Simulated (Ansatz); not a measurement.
Runs of Ansatz 0.2.0 on Ti3Se. Symmetry: P-6m2, No. 187, hexagonal system. The conventional cell has a = 3.197 Å, b = 3.197 Å, c = 7.943 Å, α = 90.00°, β = 90.00°, γ = 120.00°. Se (site symmetry -6m2) has 6 Ti at 2.58 Å as nearest neighbours. Around Ti (site symmetry -6m2) lie 12 Ti at 2.85 to 3.20 Å. Around Ti (site symmetry 3m) lie 3 Se at 2.58 Å and 3 Ti at 2.85 Å. The cell comes from a database or a generator and needn't be the stable form of this composition.

```tsv
task	potentials or basis	k mesh	cutoff (eV)	smearing	basis error allowed	mesh quality	gap on the mesh (eV)	pressure (GPa)	largest force (eV/Å)
band structure	all-electron LAPW, non-relativistic	10 × 10 × 4	245	fermi-dirac 0.05 eV	0.002 eV/atom	not flagged	-	-4.0	0.11
band structure	all-electron LAPW, inner shells corrected to Dirac's equation	10 × 10 × 4	245	fermi-dirac 0.05 eV	0.002 eV/atom	not flagged	-	-4.5	0.10
phonons	all-electron LAPW, scalar-relativistic	10 × 10 × 4	262	fermi-dirac 0.05 eV	0.002 eV/atom	not flagged	none	-	0.10
band structure	all-electron PAW datasets made for the crystal	10 × 10 × 4	260	fermi-dirac 0.05 eV	-	not flagged	-	-4.5	0.10
single point	all-electron LAPW, scalar-relativistic	6 × 6 × 2	245	fermi-dirac 0.03 eV	0.002 eV/atom	coarse	none	-4.5	(a)
band structure	all-electron LAPW, scalar-relativistic	10 × 10 × 4	245	fermi-dirac 0.05 eV	0.002 eV/atom	not flagged	-	-4.5	0.10
density of states	all-electron PAW datasets made for the crystal	10 × 10 × 4	260	fermi-dirac 0.05 eV	-	not flagged	none	-4.5	0.10
```

Alike in all rows: level PBEsol; no spin polarisation; cell as given.

Task: Fill in the values left out.

Result: (a) 0.13.

Caveats: some runs use coarse meshes; relativity is left out, which matters for the heavier elements (some runs); a metal's response needs a denser mesh (some runs); the k mesh is thin for a metal, which can move the energy by tens of meV per atom (some runs); the program warned that the printed levels may be off, so bands, gaps and densities of states are rough (some runs).

A k mesh can miss the band edges, and the runs leave out spin-orbit coupling on Se.

A gap of «none» marks a metal or a gap under the smearing width.

The runs don't all hold the same shells in valence.
